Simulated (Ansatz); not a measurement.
**GaNCl+ (triplet): wave-function methods side by side, cc-pVDZ**

An exercise on one series of results from a longer session: the logs are not shown, and one member is left open.

The runs use Ansatz 0.2.0, Gaussian basis; cc-pVDZ, core rule «outside noble gas», up to 20 orbitals frozen.

The runs, in order: UHF; CCSD(T) on ROHF; CCSD(T) on UHF; BCCD(T) on ROHF; CISD; CCSDT(Q) on ROHF; CCSDT(Q) on UHF.

33 further runs of the same task are left out: 10 for a known fault of the program, 13 that didn't finish, 10 set aside as unsound or not needed.

**The system**

The geometry is a PBE0/def2-TZVP stationary point (not a proven minimum) of the parent state, kept for this charge and spin. No spin-orbit coupling is included. The filled d shell of Ga may be among the frozen orbitals whatever the setting's name suggests; the logs give the count.

3 atoms, charge 1, spin multiplicity 3.

Atoms are counted from 1 here; the program's logs count them from 0.

Bond lengths: Cl1–Ga2 2.102 Å, Ga2–N3 1.759 Å. Angles: Cl1–Ga2–N3 180.0°.

Set-up of the first run:

File in.yaml:

```yaml
crystal:
  periodic: [false, false, false]
  atoms:
    - {symbol: Cl, position_ang: [0.000000, 0.000000, 1.987400]}
    - {symbol: Ga, position_ang: [0.000000, 0.000000, -0.114300]}
    - {symbol: N, position_ang: [0.000000, 0.000000, -1.873100]}
basis:
  gaussian: {orbitals: cc-pVDZ}
total_charge: 1
magnetization: {spin_polarized: true, initial_magnetization: 2}
hamiltonian: {xc: hf}
output: {orbitals: {seedname: orbitals}}
```

Command:

```bash
$ ansatz run in.yaml --threads 1 --pin off --events-out ev --progress --plain --max-ram 2393MiB
```

Among the steps run: UHF; CCSD(T) on ROHF; CCSD(T) on UHF; BCCD(T) on ROHF; CISD; CCSDT(Q) on ROHF; CCSDT(Q) on UHF.

One table of the session follows, with a row left open; its other results are not shown here.

```
   method  from UCCSDT(Q) (kJ/mol)
     ROHF                   +828.9
      UHF                   +812.8
     RMP2                   +112.1
     UMP2                   +112.1
    RCCSD                    +27.8
    UCCSD                    +27.3
 RCCSD(T)                     +5.9
 UCCSD(T)                     +5.7
  BCCD(T)                     +5.8
   RCCSDT                     +2.4
   UCCSDT                     +2.2
RCCSDT(Q)                        ?
UCCSDT(Q)                        0
```

**Question.** Estimate the row for RCCSDT(Q).

**Answer.** from UCCSDT(Q) (kJ/mol): +0.4. In the column «from UCCSDT(Q) (kJ/mol)» it lies between UCCSDT(Q) (0) and UCCSDT (+2.2).

Not comparable, so not listed: CISD (they don't share determinant, frozen orbitals or solution with the rows shown, or repeat one).

Limits of these values: Restricted and unrestricted rows rest on different reference determinants; where their highest levels disagree by more than a few hundredths of an eV, they describe different states and don't form one ladder.
